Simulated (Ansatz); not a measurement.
# SnPt (P6_3/mmc): bands and what follows from them

Aim: the bands of SnPt (P6_3/mmc) near the Fermi level, with what follows from them: the Fermi surface and transport coefficients.

Method: DFT r²SCAN, scalar-relativistic, plane waves, PAW, in Ansatz 0.2.0.

6 further runs of the same task are left out: 2 that didn't finish, 4 set aside as unsound or not needed.

**1. Starting point**

It takes space group P6_3/mmc (No. 194, hexagonal). Conventional cell: a = 4.101 Å, b = 4.101 Å, c = 5.440 Å, α = 90.00°, β = 90.00°, γ = 120.00°. Sn (site symmetry -6m2) is surrounded by 6 Pt at 2.73 Å. Pt (site symmetry -3m) is surrounded by 2 Pt at 2.72 Å and 6 Sn at 2.73 Å.

Coordinates:

```
CELL_PARAMETERS angstrom
4.10140 0.00000 0.00000
-2.05070 3.55192 0.00000
0.00000 0.00000 5.44050
ATOMIC_POSITIONS crystal
Sn 0.33333 0.66667 0.25000
Sn 0.66667 0.33333 0.75000
Pt 0.00000 0.00000 0.00000
Pt 0.00000 0.00000 0.50000
```

The cell is the deposited one, not relaxed. An earlier run on this cell at r²SCAN gave 3.60 GPa at 19.814 Å³/atom (10×10×6 mesh), metallic. The cell is compressed at this level.

**2. Bands on a fine mesh, Fermi surface**

The input, input.yaml:

```yaml
crystal:
  lattice:
    - [4.101400786, 0.0, 0.0]
    - [-2.050700393, 3.5519172718, 0.0]
    - [0.0, 0.0, 5.4404990846]
  atoms:
    - { symbol: Sn, position: [0.3333333333, 0.6666666667, 0.25] }
    - { symbol: Sn, position: [0.6666666667, 0.3333333333, 0.75] }
    - { symbol: Pt, position: [0.0, 0.0, 0.0] }
    - { symbol: Pt, position: [0.0, 0.0, 0.5] }
basis:
  ecutwfc: 500
  ecutrho_ratio: 4
kpoints:
  mp_grid: { grid: [10, 10, 6] }
hamiltonian:
  xc: r2scan
scf:
  occupations: { method: gaussian, width: 0.05 }
output:
  forces: true
  stress: true
  eigenvalues: true
  eigenstates:
    nscf_kmesh: { grid: [12, 12, 8] }
    de_dk: true
    e_range: [-2.5, 2.5]
  write_density: true
  write_potential: true
  elf: true
  volumetric_format: npy
```

Started as:

```sh
$ ansatz run input.yaml --threads 4 --pin off --max-ram 9216MiB --backend cpu --events-out ev --progress --plain --runs-dir out
```

What it wrote:

```text
Warning: RAYON_NUM_THREADS=4 ignored (pool sized by the plan → 4); use --threads N
Engine: ansatz 0.2.0, x86_64-unknown-linux-gnu
Pseudopotentials: kind: paw
Pseudopotential: Sn, paw, valence charge 14, recommended cutoff 500 eV (meta_gga), Sn.paw.azcp
Pseudopotential: Pt, paw, valence charge 18, recommended cutoff 500 eV (meta_gga), Pt.paw.azcp
Functional definition: r2SCAN
  parameter k0 = 0.174
  parameter k1 = 0.065
  parameter a1 = 4.9479
  exchange = r2scan_x(k0 = k0, k1 = k1, a1 = a1)
  correlation = r2scan_c
Crystal: 4 atoms, lattice volume = 79.256 Å³
Basis set: ecut = 500 eV, 2041 PW (Γ), exchange–correlation on 120×120×160 points (64 copies of the dense FFT grid, shifted against one another)
Bands: 39, of which v1, the nominal top of the filled ones, is band 32 counted from 1 (31 counted from 0)
Symmetry: 24 space group operations
Space group: P63/mmc (ITA 194), of the structure as read, at distance tolerance 4.3e-5 Å
k-points: 56 of 600
Non-local potential: Sn, projectors of the file, l = 0: 2, l = 1: 2, l = 2: 2, l = 3: 2
Non-local potential: Pt, projectors of the file, l = 0: 3, l = 1: 2, l = 2: 2, l = 3: 1
PAW form: soft (Blöchl's): semilocal exchange-correlation on the pseudo side does not see the compensation charge
PAW frozen core: Sn, regenerated for the run's functional (the file was generated under x = pbe(κ = 0.804, μ = 0.2195149727645171), c = pbe(β = 0.06672455060314922))
PAW frozen core: Pt, regenerated for the run's functional (the file was generated under x = pbe(κ = 0.804, μ = 0.2195149727645171), c = pbe(β = 0.06672455060314922))
PAW one-centre angular grid: Sn, 590 points (default); XC on 249 of its mesh's 2787 points in the sphere
PAW one-centre angular grid: Pt, 590 points (default); XC on 160 Gauss nodes
Initial density: superposition of atomic densities (neutral atoms: chi_scale 0, normalization atom), corrected by the library's trained network
Initial wavefunctions: pseudopotential atomic-orbital guess
Functional: x = r2scan, c = r2scan; τ floored in thin density (d = 2e-4 eV/Å³)
SCF iter   1: F=—  HF=-37153.248711 eV  |F-HF|=—  |Δ(HF+E_count)|=         —  Δρ=1.08e-2  dr2=1.13e-1  dr2_τ=4.84e-2  ethr=1.77e-3  ⟨swp⟩=6.5  Hψ=8825  notcnv=0  defer=5
preconditioner: auto → LDOS  [insulator: Δε(μ)=0.107 eV  Ē_g=16.601 eV  σ=0.050 eV  W_gap=0.80  n_scr=22 (ndim 8)  ℏωp=28.9 eV  f_vac=0.011  D(μ)=0.69/eV (n_scr^D=2)  ε∞_Penn≈4.0  β→1.0]
SCF iter   2: F=—  HF=-37153.303270 eV  |F-HF|=—  |Δ(HF+E_count)|=   5.46e-2  Δρ=1.38e-2  dr2=2.07e-1  dr2_τ=2.90e-2  ethr=1.77e-4  ⟨swp⟩=2.8  Hψ=4681  notcnv=0  defer=108
SCF iter   3: F=—  HF=-37153.256286 eV  |F-HF|=—  |Δ(HF+E_count)|=   4.70e-2  Δρ=1.27e-3  dr2=1.69e-3  dr2_τ=2.36e-4  ethr=1.77e-4  ⟨swp⟩=2.0  Hψ=3720  notcnv=0  defer=108
SCF iter   4: F=—  HF=-37153.255955 eV  |F-HF|=—  |Δ(HF+E_count)|=   3.31e-4  Δρ=2.50e-4  dr2=3.70e-5  dr2_τ=1.26e-6  ethr=2.64e-6  ⟨swp⟩=3.0  Hψ=4202  notcnv=0  defer=106
SCF iter   5: F=—  HF=-37153.255950 eV  |F-HF|=—  |Δ(HF+E_count)|=   5.30e-6  Δρ=5.72e-5  dr2=2.27e-6  dr2_τ=5.93e-8  ethr=5.78e-8  ⟨swp⟩=2.0  Hψ=3356  notcnv=0  defer=106
SCF iter   6: F=—  HF=-37153.255958 eV  |F-HF|=—  |Δ(HF+E_count)|=   8.87e-6  Δρ=9.87e-6  dr2=3.65e-8  dr2_τ=7.70e-9  ethr=3.55e-9  ⟨swp⟩=2.0  Hψ=3390  notcnv=0  defer=106
SCF iter   7: F=—  HF=-37153.255958 eV  |F-HF|=—  |Δ(HF+E_count)|=   3.03e-8  Δρ=1.67e-6  dr2=1.29e-9  dr2_τ=1.58e-10  ethr=5.70e-11  ⟨swp⟩=2.1  Hψ=3812  notcnv=0  defer=106
SCF iter   8: F=—  HF=-37153.255958 eV  |F-HF|=—  |Δ(HF+E_count)|=   3.00e-9  Δρ=2.96e-7  dr2=6.12e-11  dr2_τ=4.03e-12  ethr=2.02e-12  ⟨swp⟩=2.2  Hψ=3072  notcnv=0  defer=106
SCF iter   9: F=-37153.255958 eV  HF=-37153.255958 eV  |F-HF|=0.00e0  |Δ(HF+E_count)|=  2.18e-11  Δρ=4.83e-8  dr2=1.24e-12  dr2_τ=2.30e-13  ethr=1.00e-12  ⟨swp⟩=11.1  Hψ=11408  notcnv=0
SCF 1 converged in 9 iterations: F = -37153.255958 eV  dr2 = 1.24e-12
NSCF: frozen V_eff on 95 k-points
SCF converged after 9 iterations
Free energy (F): -37153.255958 eV
Harris-Foulkes:  -37153.255958 eV  (|F-HF|=0.00e0)
Internal energy: -37153.254458 eV  (E = F + TS)
E sigma→0 (E₀):  -37153.255208 eV
Entropy (-TS):   -0.001500 eV (-0.375 meV/atom)
Fermi energy:    16.395966 eV
--- Per-component energies (eV) ---
  E_band       = -582.370983
  E_kinetic    = 1656.887111
  E_local      = -5449.194820  (includes V_loc(G=0)·N_el)
  E_nonlocal   = 338.763771
  E_hartree    = 2519.169056
  E_xc         = -1251.315846
  E_vxc        = -888.216101  (∫ρ·V_xc dr)
  E_paw        = -27286.383507  (= ΣΔE_a)
  E_vpaw       = -1336.174585  (= ΣTr[D̂ρ^β])
  E_aug_tail   = 0.000297  (compensation charges beyond the density's cutoff)
  E_vtau       = 57.225282  (kinetic-family band-sum trace: ∫τ·v_τ [+ j·A + Jᵃ·Aᵃ] dr)
  E_ewald      = -7682.188171
  E_core_change = 1.007651  (= ΣΔE_core)
  E_smearing   = -0.001500  (= −TS)
  E_closure    = 0.000000  (closes the sum)
  Σ components = -37153.255958   (vs F -37153.255958, Δ=0.00e0)
--- Forces (eV/Å), atoms counted from 1 ---
  atom   1  Sn    -0.00000000    -0.00000000     0.00000000
  atom   2  Sn     0.00000000     0.00000000     0.00000000
  atom   3  Pt     0.00000000     0.00000000    -0.00000000
  atom   4  Pt    -0.00000000     0.00000000     0.00000000
  max |Σ_I F_I| component: 4.73e-30 eV/Å
--- Stress (GPa, compression-positive) ---
        3.469502       0.000000       0.000000
       -0.000000       3.469502       0.000000
        0.000000       0.000000       3.856886
  P = ⅓ Tr σ = 3.5986 GPa (35.986 kbar)
--- Band table (eV; the first three rows and the last of 56) ---
  k-point 0: bands = ["-84.4499", "-84.4327", "-38.3437", "-38.0691", "-38.0691", "-38.0355", "-38.0355", "-38.0056", "-6.0008", "-6.0008", "-5.9452", "-5.9452", "-5.9365", "-5.9247", "-5.9247", "-5.9196", "-5.8957", "-5.8957", "4.4636", "9.7873", "9.8241", "10.4089", "10.6755", "10.6755", "11.8941", "11.8941", "12.8854", "12.8854", "14.2598", "14.2598", "17.6944", "18.2253", "18.2253", "20.5837", "21.5309", "22.0166", "22.0166", "22.7683", "23.4597"]
  k-point 1: bands = ["-84.4487", "-84.4339", "-38.3214", "-38.0668", "-38.0668", "-38.0377", "-38.0377", "-38.0287", "-5.9955", "-5.9955", "-5.9463", "-5.9463", "-5.9351", "-5.9245", "-5.9245", "-5.9204", "-5.9004", "-5.9004", "4.6362", "8.3465", "10.6187", "10.8026", "10.8026", "11.2387", "11.9913", "11.9913", "12.7264", "12.7264", "13.9376", "13.9376", "17.2523", "18.6683", "18.6683", "20.6493", "21.0080", "21.9019", "21.9019", "23.1767", "23.5202"]
  k-point 2: bands = ["-84.4456", "-84.4370", "-38.2603", "-38.0913", "-38.0607", "-38.0607", "-38.0439", "-38.0439", "-5.9813", "-5.9813", "-5.9512", "-5.9512", "-5.9315", "-5.9234", "-5.9234", "-5.9230", "-5.9112", "-5.9112", "5.1430", "7.0389", "11.1666", "11.1666", "11.1987", "12.1371", "12.2740", "12.2740", "12.2890", "12.2890", "13.3058", "13.3058", "16.8578", "19.1201", "19.6468", "19.6468", "21.4906", "21.4906", "21.9227", "23.6021", "23.6937"]
  k-point 55: bands = ["-84.4413", "-84.4413", "-38.1759", "-38.1759", "-38.0547", "-38.0547", "-38.0539", "-38.0539", "-5.9701", "-5.9701", "-5.9549", "-5.9549", "-5.9227", "-5.9227", "-5.9173", "-5.9173", "-5.8914", "-5.8914", "7.9456", "7.9456", "10.7165", "10.7165", "11.2103", "11.2103", "12.0596", "12.0596", "12.7367", "12.7367", "12.9630", "12.9630", "14.6857", "14.6857", "15.4945", "15.4945", "22.8908", "22.8908", "24.1352", "24.1352", "25.1098"]
--- Fermi surface from the table of eigenstates, both spin states counted (twice the sheets' area in a run without spin) ---
  How far the three rows differ hints at the mesh's error and does not bound it.
  reading                E - E_F (eV)   area (Å⁻²)  resistivity times mean free path along x, y, z (Ω·m²), under one mean free path over the surface
  by tetrahedra               -0.0159       29.432  8.6744e-16  8.6744e-16  1.7165e-15
  by the states' slopes  not read: the table lacks a row of a band that the level cuts (widen output.eigenstates.e_range, raise output.eigenstates.top_band)
  on every second point       -0.0337       27.365  9.0747e-16  9.0747e-16  2.0773e-15
```

It took 17 s on 4 threads of AMD EPYC 7R43 (Zen 3), shared host; peak memory 0.67 GiB.

This gives: volume 19.814 Å³/atom, pressure 3.60 GPa, metallic.

Bands that cross the Fermi level on the 12×12×8 mesh (edges cut at 2.5 eV from it):

```csv
spin,band,lowest (eV),highest (eV)
both,31,-2.49,1.42
both,32,-2.49,2.33
both,33,-1.58,2.47
both,34,-1.19,2.44
```

Density in a lattice plane of the grid's cell (edges 4.10 and 5.44 Å, at 0.000 of the third edge), which holds Pt.

Values in e/Å³, 12 rows by 10 columns:
```
 7.65  5.02  1.20  0.33  0.18  0.15  0.18  0.33  1.20  5.02
 1.38  0.92  0.42  0.24  0.20  0.20  0.20  0.24  0.42  0.92
 0.42  0.36  0.27  0.22  0.22  0.24  0.22  0.22  0.27  0.36
 1.38  0.92  0.42  0.24  0.20  0.20  0.20  0.24  0.42  0.92
 7.65  5.02  1.20  0.33  0.18  0.15  0.18  0.33  1.20  5.02
11.93  8.50  2.12  0.39  0.17  0.13  0.17  0.39  2.12  8.50
 7.65  5.02  1.20  0.33  0.18  0.15  0.18  0.33  1.20  5.02
 1.38  0.92  0.42  0.24  0.20  0.20  0.20  0.24  0.42  0.92
 0.42  0.36  0.27  0.22  0.22  0.24  0.22  0.22  0.27  0.36
 1.38  0.92  0.42  0.24  0.20  0.20  0.20  0.24  0.42  0.92
 7.65  5.02  1.20  0.33  0.18  0.15  0.18  0.33  1.20  5.02
11.93  8.50  2.12  0.39  0.17  0.13  0.17  0.39  2.12  8.50
```
Columns run along the first of these edges and rows up along the second, over one cell in 10 and 12 even steps from the bottom left corner. Atoms in the plane (fractional): Pt at (0.00, 0.00), Pt at (0.00, 0.50).

ELF in the same plane.

Ten even steps from '0' (0.24) to '9' (0.68):
```
998631110001113689
886421211011212468
332112210001221123
000112210001221100
221222200000122212
000112210001221100
332112210001221123
886421211011212468
998631110001113689
999731110001113799
998631110001113689
886421211011212468
332112210001221123
000112210001221100
221222100000222212
000112210001221100
332112210001221123
886421211011212468
998631110001113689
999731110001113799
```
Columns run along the first of these edges and rows up along the second, over one cell in 18 and 20 even steps from the bottom left corner. Atoms in the plane (fractional): Pt at (0.00, 0.00), Pt at (0.00, 0.50).

Both are smooth fields of the valence electrons: close to the nuclei they are not physical.

ELF in the plane through atom 1 (Sn) and two of its nearest Pt neighbours, 7.2 Å on a side, that atom in the middle and its first bond to the right.

Ten even steps from ' ' (0.00) to '@' (0.67):
```
====--============++++++++====================++++
--....::--==++==++##@@@@@@##==++++==--......--====
..      ::==++==**@@@@@@@@%%++++==--..      ::====
::    ..--==++==++%%@@@@@@##++++++==::      --====
--------====++====**######++====++====--::--======
======--======--==========++====--==========++++==
====----::::::--==++++++++======--====++++========
==--::::....::--======----============++******++==
++==--::::..::--====--..    --==++++++##@@@@@@%%++
====------::::----==::      ..--++++++%%@@@@@@%%++
====--====----======--    ..--==++++==##@@@@@@%%++
========++++====++======--======++======******++==
======++++========++++====----==------======++++++
====++++====++++++======--::::::::::--++++========
==++++==--==****++======--::....::::======------==
--================++++====--::..::--====--..    ::
====--==========++++====------::::--====::      ..
==++==========++++==============--======--::....--
==++++++====================++++====++++==========
```
Atoms in the plane (Å from the middle): Sn (-3.1, 2.7), Sn (0.0, 0.0), Sn (2.4, 2.7), Pt (-0.3, 2.7), Sn (3.1, -2.7), Pt (2.7, 0.0).

**3. States of the whole zone by energy, transport at constant relaxation time**

input.yaml: that of step 2 with these lines changed.

```diff
@@ -23,9 +23,2 @@
   eigenvalues: true
-  eigenstates:
-    nscf_kmesh: { grid: [12, 12, 8] }
-    de_dk: true
-    e_range: [-2.5, 2.5]
-  write_density: true
-  write_potential: true
-  elf: true
-  volumetric_format: npy
+  states_by_energy: { minimum_broadening: 0.05 }
```

Started as:

```sh
$ ansatz run input.yaml --threads 4 --pin off --max-ram 9216MiB --backend cpu --events-out ev --progress --plain --runs-dir out
```

What it wrote:

```text
Warning: RAYON_NUM_THREADS=4 ignored (pool sized by the plan → 4); use --threads N
[... 10 set-up lines as earlier in the session ...]
Crystal: 4 atoms, lattice volume = 79.256 Å³
Basis set: ecut = 500 eV, 2041 PW (Γ), exchange–correlation on 120×120×160 points (64 copies of the dense FFT grid, shifted against one another)
Bands: 39, of which v1, the nominal top of the filled ones, is band 32 counted from 1 (31 counted from 0)
[... 2 set-up lines as earlier in the session ...]
k-points: 56 of 600
[... 10 set-up lines as earlier in the session ...]
SCF iter   1: F=—  HF=-37153.248711 eV  |F-HF|=—  |Δ(HF+E_count)|=         —  Δρ=1.08e-2  dr2=1.13e-1  dr2_τ=4.84e-2  ethr=1.77e-3  ⟨swp⟩=6.5  Hψ=8825  notcnv=0  defer=5
preconditioner: auto → LDOS  [insulator: Δε(μ)=0.107 eV  Ē_g=16.601 eV  σ=0.050 eV  W_gap=0.80  n_scr=22 (ndim 8)  ℏωp=28.9 eV  f_vac=0.011  D(μ)=0.69/eV (n_scr^D=2)  ε∞_Penn≈4.0  β→1.0]
SCF iter   2: F=—  HF=-37153.303270 eV  |F-HF|=—  |Δ(HF+E_count)|=   5.46e-2  Δρ=1.38e-2  dr2=2.07e-1  dr2_τ=2.90e-2  ethr=1.77e-4  ⟨swp⟩=2.8  Hψ=4681  notcnv=0  defer=108
SCF iter   3: F=—  HF=-37153.256286 eV  |F-HF|=—  |Δ(HF+E_count)|=   4.70e-2  Δρ=1.27e-3  dr2=1.69e-3  dr2_τ=2.36e-4  ethr=1.77e-4  ⟨swp⟩=2.0  Hψ=3720  notcnv=0  defer=108
SCF iter   4: F=—  HF=-37153.255955 eV  |F-HF|=—  |Δ(HF+E_count)|=   3.31e-4  Δρ=2.50e-4  dr2=3.70e-5  dr2_τ=1.26e-6  ethr=2.64e-6  ⟨swp⟩=3.0  Hψ=4202  notcnv=0  defer=106
SCF iter   5: F=—  HF=-37153.255958 eV  |F-HF|=—  |Δ(HF+E_count)|=   2.98e-6  Δρ=5.72e-5  dr2=2.27e-6  dr2_τ=5.93e-8  ethr=5.78e-8  ⟨swp⟩=2.0  Hψ=3356  notcnv=0  defer=106
SCF iter   6: F=-37153.255958 eV  HF=-37153.255958 eV  |F-HF|=2.02e-8  |Δ(HF+E_count)|=   5.89e-7  Δρ=9.89e-6  dr2=3.65e-8  dr2_τ=7.74e-9  ethr=1.56e-10  ⟨swp⟩=8.5  Hψ=12098  notcnv=0
SCF 1 converged in 6 iterations: F = -37153.255958 eV  dr2 = 3.65e-8
NSCF: frozen V_eff on 8 k-points
SCF converged after 6 iterations
Free energy (F): -37153.255958 eV
Harris-Foulkes:  -37153.255958 eV  (|F-HF|=2.02e-8)
Internal energy: -37153.254458 eV  (E = F + TS)
E sigma→0 (E₀):  -37153.255208 eV
Entropy (-TS):   -0.001500 eV (-0.375 meV/atom)
Fermi energy:    16.395956 eV
--- Per-component energies (eV) ---
  E_band       = -582.371928
  E_kinetic    = 1656.888582
  E_local      = -5449.199754  (includes V_loc(G=0)·N_el)
  E_nonlocal   = 338.764883
  E_hartree    = 2519.172074
  E_xc         = -1251.315947
  E_vxc        = -888.216280  (∫ρ·V_xc dr)
  E_paw        = -27286.384074  (= ΣΔE_a)
  E_vpaw       = -1336.174897  (= ΣTr[D̂ρ^β])
  E_aug_tail   = 0.000297  (compensation charges beyond the density's cutoff)
  E_vtau       = 57.225318  (kinetic-family band-sum trace: ∫τ·v_τ [+ j·A + Jᵃ·Aᵃ] dr)
  E_ewald      = -7682.188171
  E_core_change = 1.007651  (= ΣΔE_core)
  E_smearing   = -0.001500  (= −TS)
  E_closure    = 0.000000  (closes the sum)
  Σ components = -37153.255958   (vs F -37153.255958, Δ=0.00e0)
--- Forces (eV/Å), atoms counted from 1 ---
  atom   1  Sn     0.00000000    -0.00000000     0.00000000
  atom   2  Sn     0.00000000     0.00000000     0.00000000
  atom   3  Pt    -0.00000000     0.00000000    -0.00000000
  atom   4  Pt     0.00000000    -0.00000000     0.00000000
  max |Σ_I F_I| component: 1.05e-30 eV/Å
--- Stress (GPa, compression-positive) ---
        3.469687       0.000000       0.000000
        0.000000       3.469687       0.000000
        0.000000       0.000000       3.856742
  P = ⅓ Tr σ = 3.5987 GPa (35.987 kbar)
--- Band table (eV; the first three rows and the last of 56) ---
  k-point 0: bands = ["-84.4500", "-84.4328", "-38.3438", "-38.0691", "-38.0691", "-38.0355", "-38.0355", "-38.0058", "-6.0008", "-6.0008", "-5.9451", "-5.9451", "-5.9365", "-5.9247", "-5.9247", "-5.9195", "-5.8957", "-5.8957", "4.4636", "9.7873", "9.8241", "10.4088", "10.6755", "10.6755", "11.8941", "11.8941", "12.8854", "12.8854", "14.2598", "14.2598", "17.6943", "18.2253", "18.2253", "20.5836", "21.5309", "22.0166", "22.0166", "22.7683", "23.4597"]
  k-point 1: bands = ["-84.4488", "-84.4339", "-38.3215", "-38.0669", "-38.0669", "-38.0378", "-38.0378", "-38.0288", "-5.9954", "-5.9954", "-5.9462", "-5.9462", "-5.9351", "-5.9244", "-5.9244", "-5.9204", "-5.9004", "-5.9004", "4.6362", "8.3465", "10.6186", "10.8026", "10.8026", "11.2387", "11.9913", "11.9913", "12.7265", "12.7265", "13.9375", "13.9375", "17.2522", "18.6683", "18.6683", "20.6493", "21.0079", "21.9019", "21.9019", "23.1767", "23.5202"]
  k-point 2: bands = ["-84.4457", "-84.4371", "-38.2605", "-38.0915", "-38.0607", "-38.0607", "-38.0439", "-38.0439", "-5.9812", "-5.9812", "-5.9512", "-5.9512", "-5.9315", "-5.9234", "-5.9234", "-5.9230", "-5.9111", "-5.9111", "5.1430", "7.0389", "11.1666", "11.1666", "11.1986", "12.1371", "12.2740", "12.2740", "12.2890", "12.2890", "13.3058", "13.3058", "16.8578", "19.1201", "19.6468", "19.6468", "21.4906", "21.4906", "21.9227", "23.6021", "23.6937"]
  k-point 55: bands = ["-84.4413", "-84.4413", "-38.1760", "-38.1760", "-38.0547", "-38.0547", "-38.0539", "-38.0539", "-5.9700", "-5.9700", "-5.9548", "-5.9548", "-5.9227", "-5.9227", "-5.9172", "-5.9172", "-5.8913", "-5.8913", "7.9456", "7.9456", "10.7165", "10.7165", "11.2103", "11.2103", "12.0596", "12.0596", "12.7367", "12.7367", "12.9630", "12.9630", "14.6857", "14.6857", "15.4945", "15.4945", "22.8908", "22.8908", "24.1351", "24.1351", "25.1099"]
```

Run time: 9.3 min. Hardware: 4 threads of AMD EPYC 7R43 (Zen 3), shared host; peak memory 1.4 GiB.

Read off: volume 19.814 Å³/atom, pressure 3.60 GPa, a metal on this mesh.

A script then sums the file of states by energy over Fermi windows, for rigid-band transport at a constant relaxation time τ. Negative carriers are holes, and the chemical potential counts from the run's Fermi level:

```csv
T (K),electrons added (10¹⁹ cm⁻³),chemical potential (eV),σ/τ xx (10²⁰/Ω m s),Seebeck xx (μV/K),Seebeck zz (μV/K),Lorenz xx (10⁻⁸ V²/K²)
600,0,-0.012,13.8,1,-1,2.44
600,1,-0.011,13.8,1,-1,2.44
600,-1,-0.012,13.8,1,-1,2.44
600,10,-0.006,13.8,1,-1,2.44
600,-10,-0.018,13.8,1,-1,2.44
600,100,0.048,13.8,1,-1,2.43
600,-100,-0.071,13.9,1,0,2.44
900,0,-0.011,13.8,2,-1,2.42
900,1,-0.010,13.8,2,-1,2.42
900,-1,-0.011,13.8,2,-1,2.42
900,10,-0.005,13.8,2,-1,2.42
900,-10,-0.016,13.8,2,-1,2.42
900,100,0.049,13.7,2,-1,2.42
900,-100,-0.070,13.9,2,-1,2.42
```

**4. What came out**

| quantity | value |
| --- | --- |
| Fermi-surface area, spins summed | 29.43 Å⁻² |
| resistivity × mean free path, xx and zz | 0.87, 1.72 × 10⁻¹⁵ Ω m² |
| largest S²σ/τ along x | at 900 K with 100 × 10¹⁹ cm⁻³ electrons, S = 2 μV/K |

What this shows: On the fine mesh the Fermi surface has sheets from 4 bands. Among the cases computed, S²σ/τ along x is largest at 900 K for electron doping of 100 × 10¹⁹ cm⁻³. That is the edge of the range tried, not a located peak. Spin–orbit coupling is left out, though the cell holds Pt; in elements this heavy it can shift levels and gaps by tenths of an eV.
